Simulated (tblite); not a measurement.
# C6H10BN: the cost of one run

The runs use tblite 0.8.0 and PySCF 2.14.0, with density-fitted response routines of our own; the level of theory stands in each step. All values are computed, except where a source is named. Atoms count from 0, in the outputs and in this text.

### 1 The starting structure

18 atoms, charge 0, multiplicity 1; geometry from: force field or distance geometry start.

Bonds of the start (Å): N0–B1 1.54, B1–C2 1.56, C2–C3 1.54, C3–C4 1.53, C4–C5 1.46, C5–C6 1.48, C6–C7 1.35, C5–C2 1.45, C7–C5 1.46, N0–H8 1.03, N0–H9 1.04, B1–H10 1.20, C2–H11 1.11, C3–H12 1.11, C3–H13 1.09, C4–H14 1.10, C4–H15 1.11, C6–H16 1.10, C7–H17 1.10.

### 2 Geometry optimisation with GFN2-xTB

The job: settings as JSON, then the geometry in Å.

```
{"job": {"kind": "relax", "xc": "GFN2-xTB", "basis": "xTB"}, "charge": 0, "multiplicity": 1}
N      2.723600     0.617500     0.265900
B      1.699300    -0.402400    -0.279500
C      0.254200    -0.480800     0.294200
C     -0.533000    -1.489000    -0.567000
C     -1.526400    -0.401100    -0.965900
C     -0.783900     0.466100    -0.054500
C     -1.390700     1.245600     1.045100
C     -0.827300     1.927000     0.030200
H      2.181900     1.331300     0.772300
H      3.361600     0.090500     0.899100
H      2.197700    -1.466500    -0.519400
H      0.252100    -0.842300     1.338400
H     -1.007300    -2.263400     0.067200
H      0.013000    -1.838500    -1.445400
H     -1.484200    -0.113000    -2.022400
H     -2.553300    -0.569600    -0.588100
H     -1.917000     1.230500     2.008700
H     -0.669000     2.964500    -0.290400
```

Started as:

```console
OMP_NUM_THREADS=1 python probes_run.py task.json out
```

The driver reads the jobs from task.json and runs them one after another.

Q: Estimate the wall time and peak memory of this first job on 1 thread of Arm Neoverse N1, shared host.

About 1 s, with a peak of 0.18 GiB.
